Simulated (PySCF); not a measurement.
# A diatomic session: ZnSi

An exercise on one series of results from a longer session: the logs are not shown, and one member is left open.

Program: PySCF 2.14.0. Level of theory: Zn def2-TZVPP, Si def2-TZVPP, no relativity. These are calculated values, not measurements.

Set-up of the first run:

A driver script around PySCF takes these settings:

- atoms: Zn, Si
- charge: 0
- basis: Zn def2-TZVPP, Si def2-TZVPP
- Hamiltonian: no relativity
- basis functions: 106
- electrons treated: 44
- masses in u: 63.9291, 27.9769
- levels: PBE0, PBE, r²SCAN, LDA, BHandHLYP, TPSSh, r²SCANh, ωB97M-V, HF, MP2, SCS-MP2, CCSD, CCSD(T)
- grid: 80 radial by 434 angular points
- occupations: held fixed by the projection of orbital angular momentum
- dissociation limit: Zn + Si, each in its ground configuration
- starting distance in angstrom: 2.305
- values of 2S to try: 0, 2

On the command line:

```console
OMP_NUM_THREADS=2 python dia.py task.json out
```

Among the steps run: The job; First curve: PBE0; Excited determinants; PBE; r²SCAN; LDA (local density); BHandHLYP; TPSSh (hybrid meta-GGA); r²SCANh; ωB97M-V; ROHF; Correlated methods on the Hartree–Fock reference.

One of the session's tables, all rows but one given; the rest of the session is left out.

Energy (eV) from each level's lowest point:

```
R (Å)   ROHF  ROHF-MP2  ROHF-SCS-MP2  ROHF-CCSD  ROHF-CCSD(T)
2.061  0.881     0.430         0.507        n/a           n/a
2.156  0.516     0.176         0.229      0.279         0.242
2.252  0.283     0.046         0.077      0.107         0.083
2.324  0.170     0.005         0.021      0.038         0.023
2.396      ?         ?             ?          ?             ?
2.468  0.046     0.019         0.005      0.000         0.005
2.564  0.012     0.069         0.037      0.021         0.039
2.683  0.000     0.153         0.099      0.075         0.110
2.827  0.009     0.261         0.186      0.156         0.210
3.019  0.036     0.395         0.296        n/a           n/a
```

Q: Estimate the row for R (Å) = 2.396 from the others.

Worked estimate for «ROHF». A straight line through the neighbours (2.324, 0.170) and (2.468, 0.046) gives 0.170 + (0.046 − 0.170) × (2.396 − 2.324) / (2.468 − 2.324) = 0.108; a parabola fitted to 4 rows on both sides gives 0.095.

**Answer.** ROHF: 0.094; ROHF-MP2: 0.000; ROHF-SCS-MP2: 0.000; ROHF-CCSD: 0.006; ROHF-CCSD(T): 0.000. In «ROHF» the line misses by +0.014 and the parabola by +0.001.
